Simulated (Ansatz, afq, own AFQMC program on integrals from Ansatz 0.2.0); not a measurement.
# TiB (doublet): AFQMC on the coupled-cluster ladder at distance Ti1–B2 = 7.485 Å, def2-SVP

How near does AFQMC come to the top of the ladder for TiB (doublet)?

Computed with Ansatz 0.2.0, Gaussian basis, and an in-house AFQMC program (afq) on its integrals; all values are calculated. Level: def2-SVP, frozen cores.

The runs, in order: PBE0 (unrestricted); B3LYP (unrestricted); B2PLYP (unrestricted); CCSD(T) on UHF; CCSDT(Q) on UHF; Phaseless AFQMC, CISD trial on UHF.

20 further runs of the same task are left out: 2 for a known fault of the program, 18 that didn't finish.

### Step 1. What is computed

The geometry derives from a PBE0/def2-TZVP stationary point (not a proven minimum). One bond is set to the value named and the two fragments are kept rigid.

2 atoms, charge 0, spin multiplicity 2.

Atoms are counted from 1 here; the program's logs count them from 0.

No contacts short enough for the rule that draws bonds.

### Step 2. PBE0 (unrestricted)

File in.yaml:

```yaml
crystal:
  periodic: [false, false, false]
  atoms:
    - {symbol: Ti, position_ang: [0.000000, 0.000000, 0.000000]}
    - {symbol: B, position_ang: [0.000000, 0.000000, 7.485000]}
basis:
  gaussian: {orbitals: def2-SVP}
magnetization: {spin_polarized: true, initial_magnetization: 1}
hamiltonian: {xc: {name: PBE0}}
output: {orbitals: {seedname: orbitals}}
```

Launch:

```console
> ansatz run in.yaml --threads 1 --pin off --events-out ev --progress --plain --max-ram 1382MiB
```

The log of the run:

```text
Functional definition: PBE0
  name "PBE0"
  cite "Adamo & Barone, J. Chem. Phys. 110, 6158 (1999) doi:10.1063/1.478522"
  cite "Perdew, Burke & Ernzerhof, Phys. Rev. Lett. 77, 3865 (1996) doi:10.1103/PhysRevLett.77.3865"
  parent pbe
  parameter a = 0.25
  parameter kappa = 0.804
  parameter beta = 0.06672455060314922
  exchange = (1 - a)*pbe_x(kappa = kappa, mu = beta*pi^2/3) + a*exact_x
  correlation = pbe_c(beta = beta)
494 factors; integrals over basis functions are off by at most 2.2e-4 eV
mean field evaluation 1: about -23757.9931 eV, gradient 2.2e1 eV
mean field evaluation 2: about -23608.0049 eV, gradient 8.0e1 eV
mean field evaluation 4: about -23536.3898 eV, gradient 1.2e2 eV
mean field evaluation 8: about -23770.3887 eV, gradient 3.4e0 eV
mean field evaluation 16: about -23772.4676 eV, gradient 1.7e-2 eV
mean field evaluation 32: about -23751.0286 eV, gradient 1.4e1 eV
mean field evaluation 64: about -23772.4672 eV, gradient 9.2e-3 eV
mean field evaluation 96: about -23772.2707 eV, gradient 4.3e-2 eV
mean field evaluation 128: about -23772.4676 eV, gradient 1.5e-4 eV
mean field evaluation 160: about -23771.5948 eV, gradient 8.7e-1 eV
mean field evaluation 192: about -23771.9246 eV, gradient 3.2e-1 eV
mean field evaluation 224: about -23771.7916 eV, gradient 1.4e0 eV
mean field evaluation 256: about -23771.9392 eV, gradient 5.2e-4 eV
mean field evaluation 288: about -23772.4676 eV, gradient 1.4e-4 eV
mean field evaluation 320: about -23772.4676 eV, gradient 2.3e-3 eV
mean field evaluation 352: about -23772.4675 eV, gradient 1.0e-2 eV
mean field -23772.46764869 eV, -873.6220725321 hartree, gradient 2.9e-6 eV, S^2 1.755337; 17 other end points of the search recorded, 0 dependent functions left out
reference -23772.46768567 eV, -873.6220738909 hartree; 14, 13 occupied and 31, 32 virtual orbitals, 494 factors
Total energy: -23772.46768567 eV, -873.6220738909 hartree
```

Wall time 85 s (1 thread of Arm Neoverse V1, shared host).

From the report: ⟨S²⟩ of the determinant 1.755 (pure doublet: 0.75). The determinant is far from a pure spin state, so its energy mixes those of several spin states (harmless only where they are near-degenerate, as at dissociation).

### Step 3. B3LYP (unrestricted)

in.yaml, as its differences from that of step 2:

```diff
@@ -8,3 +8,2 @@
 magnetization: {spin_polarized: true, initial_magnetization: 1}
-hamiltonian: {xc: {name: PBE0}}
-output: {orbitals: {seedname: orbitals}}
+hamiltonian: {xc: {name: B3LYP}}
```

Launched as before.

The log of the run, cut to the lines that bear on the results:

```text
Functional definition: B3LYP
  name "B3LYP"
  cite "Stephens, Devlin, Chabalowski & Frisch, J. Phys. Chem. 98, 11623 (1994) doi:10.1021/j100096a001"
  cite "Becke, Phys. Rev. A 38, 3098 (1988) doi:10.1103/PhysRevA.38.3098"
  cite "Lee, Yang & Parr, Phys. Rev. B 37, 785 (1988) doi:10.1103/PhysRevB.37.785"
  cite "Vosko, Wilk & Nusair, Can. J. Phys. 58, 1200 (1980) doi:10.1139/p80-159"
[...]
494 factors; integrals over basis functions are off by at most 2.2e-4 eV
[...]
mean field -23779.75445257 eV, -873.8898576353 hartree, gradient 5.0e-6 eV, S^2 1.754187; 18 other end points of the search recorded, 0 dependent functions left out
reference -23779.75471214 eV, -873.8898671746 hartree; 14, 13 occupied and 31, 32 virtual orbitals, 494 factors
Total energy: -23779.75471214 eV, -873.8898671746 hartree
```

It took 93 s on 1 thread of Arm Neoverse V1, shared host.

From the report: ⟨S²⟩ of the determinant 1.754 (pure doublet: 0.75). The determinant is far from a pure spin state, so its energy mixes those of several spin states (harmless only where they are near-degenerate, as at dissociation).

### Step 4. B2PLYP (unrestricted)

in.yaml, as its differences from that of step 3:

```diff
@@ -8,2 +8,3 @@
 magnetization: {spin_polarized: true, initial_magnetization: 1}
-hamiltonian: {xc: {name: B3LYP}}
+hamiltonian: {xc: {name: B2PLYP}}
+correlation: {electrons: outside_noble_gas}
```

The command is unchanged.

The log of the run, cut to the lines that bear on the results:

```text
Functional definition: B2PLYP
  name "B2PLYP"
  cite "Grimme, J. Chem. Phys. 124, 034108 (2006) doi:10.1063/1.2148954"
  cite "Becke, Phys. Rev. A 38, 3098 (1988) doi:10.1103/PhysRevA.38.3098"
  cite "Lee, Yang & Parr, Phys. Rev. B 37, 785 (1988) doi:10.1103/PhysRevB.37.785"
[...]
494 factors; integrals over basis functions are off by at most 2.2e-4 eV
[...]
mean field -23771.11269211 eV, -873.5722787961 hartree, gradient 5.2e-9 eV, S^2 1.756298; 15 other end points of the search recorded, 0 dependent functions left out
10 core orbitals not correlated: weight in the atoms' cores, before any rotation towards them, 1.000 or more for the frozen orbitals, at most 0.000 for the correlated occupied ones
reference -23771.11285203 eV, -873.5722846733 hartree; 4, 3 occupied and 31, 32 virtual orbitals, 494 factors
second order -2.33200974 eV of doubles, -0.00000000 eV of singles
Total energy: -23771.74249466 eV, -873.5954236131 hartree
```

Run time: 3.2 min. Hardware: 1 thread of Arm Neoverse V1, shared host.

From the report: ⟨S²⟩ of the determinant 1.756 (pure doublet: 0.75). The determinant is far from a pure spin state, so its energy mixes those of several spin states (harmless only where they are near-degenerate, as at dissociation).

### Step 5. CCSD(T) on UHF

in.yaml, as its differences from that of step 4:

```diff
@@ -8,3 +8,2 @@
 magnetization: {spin_polarized: true, initial_magnetization: 1}
-hamiltonian: {xc: {name: B2PLYP}}
-correlation: {electrons: outside_noble_gas}
+correlation: {method: ccsd_t, electrons: outside_noble_gas, hamiltonian_folder: ham}
```

Launched as before.

The log of the run, cut to the lines that bear on the results:

```text
Functional definition: HF
  name "HF"
  cite "Fock, Z. Phys. 61, 126 (1930) doi:10.1007/BF01340294"
  parent pbe
[...]
494 factors; integrals over basis functions are off by at most 2.2e-4 eV
[...]
mean field -23749.76730555 eV, -872.7878503083 hartree, gradient 2.2e-9 eV, S^2 1.763336; 59 other end points of the search recorded, 0 dependent functions left out
determinant -23749.76730555 eV, -872.7878503083 hartree, with singles and doubles -23752.41363800 eV, -872.8851012321 hartree
determinant -23749.76728662 eV, -872.7878496127 hartree, with singles and doubles -23752.41361892 eV, -872.8851005310 hartree
determinant -23749.76725598 eV, -872.7878484867 hartree, with singles and doubles -23752.41355021 eV, -872.8850980062 hartree
determinant -23749.76723899 eV, -872.7878478626 hartree, with singles and doubles -23752.41353192 eV, -872.8850973340 hartree
[...]
determinant -23748.96418029 eV, -872.7583359995 hartree, with singles and doubles -23752.17617270 eV, -872.8763745434 hartree
determinant -23748.96417140 eV, -872.7583356728 hartree, with singles and doubles -23752.17629307 eV, -872.8763789668 hartree
determinant -23748.79514296 eV, -872.7521239922 hartree, with singles and doubles -23752.10539697 eV, -872.8737735832 hartree
determinant -23748.79483985 eV, -872.7521128531 hartree, with singles and doubles -23752.10534823 eV, -872.8737717924 hartree
10 core orbitals not correlated: weight in the atoms' cores, before any rotation towards them, 1.000 or more for the frozen orbitals, at most 0.000 for the correlated occupied ones
reference -23749.76730555 eV, -872.7878503083 hartree; 4, 3 occupied and 31, 32 virtual orbitals, 494 factors
second order -1.73379107 eV of doubles, -0.00000000 eV of singles
cycle   1  -2.64840250 eV  change   -4.6e-7 eV  update   5.4e-6
perturbative correction -0.04505322 eV, -0.0016556754 hartree
Total energy: -23752.46076127 eV, -872.8868329803 hartree
```

Wall time 61 s (1 thread of Arm Neoverse V1, shared host).

From the report: ⟨S²⟩ of the determinant 1.763 (pure doublet: 0.75); correlation -2.6935 eV; T1 0.019; largest double amplitude 0.14. The determinant is far from a pure spin state, so its energy mixes those of several spin states (harmless only where they are near-degenerate, as at dissociation).

This run also writes the integrals to the folder ham.

### Step 6. CCSDT(Q) on UHF

in.yaml, as its differences from that of step 5:

```diff
@@ -8,2 +8,2 @@
 magnetization: {spin_polarized: true, initial_magnetization: 1}
-correlation: {method: ccsd_t, electrons: outside_noble_gas, hamiltonian_folder: ham}
+correlation: {method: ccsdt_q, electrons: outside_noble_gas}
```

Same command.

The log of the run, cut to the lines that bear on the results:

```text
Functional definition: HF
  name "HF"
  cite "Fock, Z. Phys. 61, 126 (1930) doi:10.1007/BF01340294"
  parent pbe
[...]
777 factors; integrals over basis functions are off by at most 3.7e-8 eV
[...]
mean field -23749.76732636 eV, -872.7878510732 hartree, gradient 1.4e-10 eV, S^2 1.763337; 71 other end points of the search recorded, 0 dependent functions left out
determinant -23749.76732636 eV, -872.7878510732 hartree, with singles and doubles -23752.41382151 eV, -872.8851079762 hartree
determinant -23749.76730743 eV, -872.7878503776 hartree, with singles and doubles -23752.41380087 eV, -872.8851072177 hartree
determinant -23749.76727155 eV, -872.7878490591 hartree, with singles and doubles -23752.41373219 eV, -872.8851046936 hartree
determinant -23749.76725455 eV, -872.7878484343 hartree, with singles and doubles -23752.41371494 eV, -872.8851040598 hartree
[...]
determinant -23748.96419510 eV, -872.7583365440 hartree, with singles and doubles -23752.17634677 eV, -872.8763809403 hartree
determinant -23748.79515730 eV, -872.7521245192 hartree, with singles and doubles -23752.10557074 eV, -872.8737799692 hartree
determinant -23748.79485810 eV, -872.7521135240 hartree, with singles and doubles -23752.10552228 eV, -872.8737781884 hartree
10 core orbitals not correlated: weight in the atoms' cores, before any rotation towards them, 1.000 or more for the frozen orbitals, at most 0.000 for the correlated occupied ones
reference -23749.76732636 eV, -872.7878510732 hartree; 4, 3 occupied and 31, 32 virtual orbitals, 777 factors
second order -1.73391737 eV of doubles, -0.00000000 eV of singles
cycle   1  -2.25972981 eV  change   -5.3e-1 eV  update   9.0e-2
[...]
cycle 101  -2.71433765 eV  change   9.3e-11 eV  update   6.4e-7
perturbative correction -0.00049816 eV, -0.0000183072 hartree
Total energy: -23752.48216217 eV, -872.8876194492 hartree
```

Run time: 2.4 min. Hardware: 1 thread of Arm Neoverse V1, shared host.

From the report: ⟨S²⟩ of the determinant 1.763 (pure doublet: 0.75); correlation -2.7148 eV; T1 0.020; largest double amplitude 0.14. The determinant is far from a pure spin state, so its energy mixes those of several spin states (harmless only where they are near-degenerate, as at dissociation).

### Step 7. Phaseless AFQMC, CISD trial on UHF

It reads the integrals that the CCSD(T) run on this determinant wrote.

Launch:

```console
> afq ham --method phaseless --trial cisd --walkers 60 --populations 1 --least-time 40 --time-step 0.005 --steps-per-block 50 --equilibration-blocks 40 --max-blocks 300 --target-error 0.00064 --factor-cut 1e-05 --start spin_pure --seed 6983 --release-times 0.24,0.6,1.2,2,3,4.2 --release-step 0.04 --release-every 4 --taylor-order 6
```

The log of the run:

```text
orbitals 35  electrons 4 3  factors 247 of 494
reference energy -872.78785031 Eh
CCSD correlation -0.09732766 Eh in 15 cycles, weight of the determinant in the CISD state 0.8697
energy of the start -872.885069 Eh
 block  time / (1/Eh)  mean weight  energy / Eh
     1     0.250  1.0001  -872.884377
     2     0.500  1.0011  -872.884192
     3     0.750  1.0001  -872.884405
     4     1.000  0.9996  -872.884922
     5     1.250  0.9996  -872.885247
     6     1.500  1.0008  -872.885602
     7     1.750  1.0003  -872.884861
     8     2.000  0.9998  -872.884641
     9     2.250  0.9987  -872.884741
    10     2.500  0.9995  -872.885157
    11     2.750  0.9996  -872.885869
    16     4.000  1.0000  -872.887039
    21     5.250  0.9985  -872.887137
    26     6.500  0.9988  -872.885746
    31     7.750  1.0000  -872.884934
    36     9.000  0.9997  -872.886033
    41    10.250  1.0005  -872.887562
    46    11.500  1.0000  -872.885969
    51    12.750  0.9998  -872.887091
    56    14.000  1.0013  -872.887323
    61    15.250  0.9999  -872.886849
    66    16.500  1.0007  -872.887882
    71    17.750  0.9993  -872.885535
    76    19.000  0.9974  -872.885573
    81    20.250  1.0011  -872.885679
    86    21.500  0.9997  -872.885374
    91    22.750  0.9996  -872.888270
    96    24.000  1.0021  -872.888273
   101    25.250  0.9991  -872.885633
   106    26.500  0.9999  -872.888069
   111    27.750  1.0007  -872.886969
   116    29.000  1.0014  -872.881879
   121    30.250  0.9973  -872.887047
   126    31.500  0.9971  -872.892943
   131    32.750  1.0006  -872.891584
   136    34.000  0.9878  -872.885392
   141    35.250  1.0009  -872.887754
   146    36.500  1.0017  -872.886553
   151    37.750  1.0005  -872.885329
   156    39.000  1.0005  -872.885727
   161    40.250  0.9992  -872.885113
   166    41.500  1.0004  -872.884542
   171    42.750  1.0008  -872.881211
   176    44.000  1.0001  -872.884725
   181    45.250  0.9981  -872.886457
   186    46.500  1.0016  -872.885148
   191    47.750  0.9997  -872.887671
   196    49.000  1.0010  -872.886744
blocks merged  error / Eh  count
     1  0.000159  160
     2  0.000199  80
     4  0.000261  40
     8  0.000301  20
    16  0.000388  10
released: time / (1/Eh)  energy / Eh  error  mean overlap
  0.24  -872.886343  0.000345  1.0161
  0.60  -872.886844  0.000381  1.0179
  1.20  -872.887335  0.000481  1.0103
  2.00  -872.888243  0.000609  0.9670
  3.00  -872.887661  0.000846  1.0165
  4.20  -872.886975  0.000892  1.0870
energy -872.886593 +/- 0.000301 Eh
```

It took 3 min on 1 thread of Arm Neoverse V1, shared host.

Energy -23752.4542 ± 0.0082 eV. Caveats: constraint bias not in the error. The error still grows with block length (0.0071 to 0.0106 eV), so the bar may be too small.

### Step 8. All levels side by side

On the UHF determinant, counted from CCSDT(Q) (a yardstick, not exact):

| level | energy (eV) | from CCSDT(Q) (meV) | statistical error (meV) | time |
| --- | --- | --- | --- | --- |
| HF | -23749.7673 | +2714.9 |  |  |
| MP2 | -23751.5011 | +981.1 |  |  |
| CCSD | -23752.4157 | +66.5 |  |  |
| CCSD(T) | -23752.4608 | +21.4 |  |  |
| CCSDT(Q) | -23752.4822 | 0.0 |  |  |
| Phaseless AFQMC, CISD trial, step 0.005, 60 walkers | -23752.4542 | +27.9 | 8.2 | 3 min |

The functionals' totals stand on their own zeros and serve differences with other points: PBE0 -23772.468 eV; B3LYP -23779.755 eV; B2PLYP -23771.742 eV.

### Step 9. What came out

```
                                        quantity            value
                    CCSD(T) on UHF from CCSDT(Q)        +21.4 meV
Phaseless AFQMC, CISD trial on UHF from CCSDT(Q)  +27.9 ± 8.2 meV
```

On UHF the phaseless walk with the CISD trial lies +27.9 meV from CCSDT(Q), 3 times its error bar. Error bars are statistical and leave out the constraint, the time step and what remains of the start.
